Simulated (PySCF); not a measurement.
# Cl6Pd ([PdCl6]2-): the cost of one run

Programs: PySCF 2.14.0, with routines of our own; each step states its level. All values are computed. Atoms count from 0.

5 further runs of the same task are left out: 3 for a basis unfit for spin-orbit shieldings, 2 for a known fault of the program.

### 1 The system as given

7 atoms, charge -2, multiplicity 1; geometry from: GFN2-xTB.

### 2 Geometry optimisation at PBE0-D3(BJ)/def2-SVP

The job: settings as JSON, then the geometry in Å.

```
{"job": {"xc": "PBE0", "basis": "def2-SVP", "d3": "d3bj", "grid": 1, "maxiter": 30, "shake": 0.03, "kind": "geom"}, "charge": -2, "multiplicity": 1}
Pd     0.060890    -0.078110     0.012170
Cl    -0.036470    -0.024350     2.317960
Cl    -0.040450     0.002630    -2.351090
Cl     2.424020     0.010590     0.009010
Cl    -2.333960    -0.015870    -0.053810
Cl    -0.019720     2.336610     0.004290
Cl     0.037550    -2.333510    -0.007070
```

The run is started by

```
OMP_NUM_THREADS=1 python heavy_run.py task.json out
```

The driver reads the jobs from task.json and runs them one after another.

**Question.** How long does this first job take on 1 thread of Arm Neoverse V2, shared host, and how much memory does it need?

About 78 s, with a peak of 0.59 GiB.
